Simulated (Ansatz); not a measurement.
C₂H₄BNS, SMILES C=C1SB1N, energies of removing a hydrogen

Computed with Ansatz 0.2.0 through its Python package.

Interactive session:
```pycon
>>> import ansatz as az
>>> from ase import Atoms
>>> BASIS_SET = "cc-pVDZ"
>>> FUNCTIONAL = "cam_b3lyp"
>>> def energy(molecule, charge=0, unpaired=0):
...     calc = molecule.calculation().basis(gaussian=BASIS_SET).functional(FUNCTIONAL)
...     if charge:
...         calc = calc.charge(charge)
...     if unpaired:
...         calc = calc.spin("collinear", total=unpaired)
...     return calc.run().report["free_energy_ev"]
...
>>> def without(molecule, index):
...     rest = az.Crystal.molecule()
...     for i, site in enumerate(molecule.cartesian_sites):
...         if i != index:
...             rest = rest.atom(site.symbol, site.position_ang)
...     return rest
...
>>> atoms = Atoms(["C", "C", "S", "B", "N", "H", "H", "H", "H"], positions=[
...     [0.7902, 0.8349, -1.5228],
...     [0.7795, 0.0446, -0.5006],
...     [1.5308, -1.2827, 0.3107],
...     [0.1539, -0.51, 0.9252],
...     [-1.2, -0.6435, 1.7181],
...     [1.5094, 0.8493, -2.3001],
...     [-0.0334, 1.6075, -1.6109],
...     [-1.7913, -1.2682, 1.2042],
...     [-1.6506, 0.3217, 1.7591],
... ])
>>> molecule = az.Crystal.molecule_from_ase(atoms)
>>> whole = energy(molecule, 0)

>>> hydrogen = energy(az.Crystal.molecule().atom("H", (0, 0, 0)), 0, 1)
>>> print(f"E(molecule) = {whole:.5f} eV, E(H) = {hydrogen:.5f} eV")
E(molecule) = -15137.35265 eV, E(H) = -13.54839 eV
>>> for index in [6, 8]:
...     radical = energy(without(molecule, index), 0, 1)
...     print(f"H{index}: homolysis {96.485332 * (radical + hydrogen - whole):.1f} kJ/mol")
...
H6: homolysis 463.3 kJ/mol
H8: homolysis 434.6 kJ/mol
```

Notes:
- Total energies depend on the basis set; only differences at equal settings carry meaning.
- The geometry is a force-field or estimated start, not a minimum of this method, and the basis set is short of its limit. All parts are taken at fixed geometry, without zero-point energy.
- Run time: 9.1 s on 1 thread of Intel(R) Xeon(R) 6975P-C (Granite Rapids), with other jobs on the host, peak memory 0.33 GiB.

(Lines on the test bed's own set-up are left out of the output.)
